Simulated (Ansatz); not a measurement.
**BrH2NSn: small, medium and large basis sets**

Aim: see how fast density functionals converge with the basis set for BrH2NSn.

Computed with Ansatz 0.2.0, Gaussian basis. Level: one geometry, several basis sets.

The runs, in order: PBE0-D4/def2-SVP; ωB97M-V/def2-SVP; PBE0-D4/def2-QZVPP; ωB97M-V/def2-QZVPP; the functionals' def2-TZVPP values are taken from earlier runs.

**1. Structure used throughout**

An earlier PBE0-D4 in a triple-zeta def2 set relaxation fixed the geometry. Sn takes the def2 core potential; no spin-orbit term is included.

5 atoms, charge 0, spin multiplicity 1.

Atoms are counted from 1 here; the program's logs count them from 0.

Bond lengths: N1–Sn2 2.005 Å, N1–H4 1.009 Å, N1–H5 1.009 Å, Sn2–Br3 2.543 Å. Angles: Sn2–N1–H4 123.5°, Sn2–N1–H5 124.4°, H4–N1–H5 112.1°, N1–Sn2–Br3 93.7°.

**2. PBE0-D4 in def2-SVP**

in.yaml reads:

```yaml
crystal:
  periodic: [false, false, false]
  atoms:
    - {symbol: N, position_ang: [-0.600753, 0.263108, -0.433670]}
    - {symbol: Sn, position_ang: [-0.230479, -0.973198, 1.100168]}
    - {symbol: Br, position_ang: [2.281932, -0.587026, 1.021963]}
    - {symbol: H, position_ang: [0.119186, 0.769634, -0.927544]}
    - {symbol: H, position_ang: [-1.519984, 0.453881, -0.802218]}
basis:
  gaussian: {orbitals: def2-SVP}
hamiltonian: {xc: pbe0, dispersion: d4}
output: {orbitals: {seedname: orbitals}}
```

Run with:

```
> ansatz run in.yaml --threads 2 --pin off --events-out ev --progress --plain --max-ram 32768MiB --backend cpu
```

After this run come: ωB97M-V in def2-SVP; PBE0-D4 in def2-QZVPP; ωB97M-V in def2-QZVPP.

Q: Predict the results of all the runs planned. Wanted: PBE0-D4: double and triple zeta above quadruple; ωB97M-V: double and triple zeta above quadruple.

As calculated:

```
                                       quantity           value
PBE0-D4: double and triple zeta above quadruple  12.28, 1.58 eV
ωB97M-V: double and triple zeta above quadruple  12.28, 1.52 eV
```

**Reading.** For PBE0-D4 the step from double to triple zeta gains 10.71 eV and the next only 1.58 eV. Total energies overstate the basis error of differences, where much of it tends to cancel.
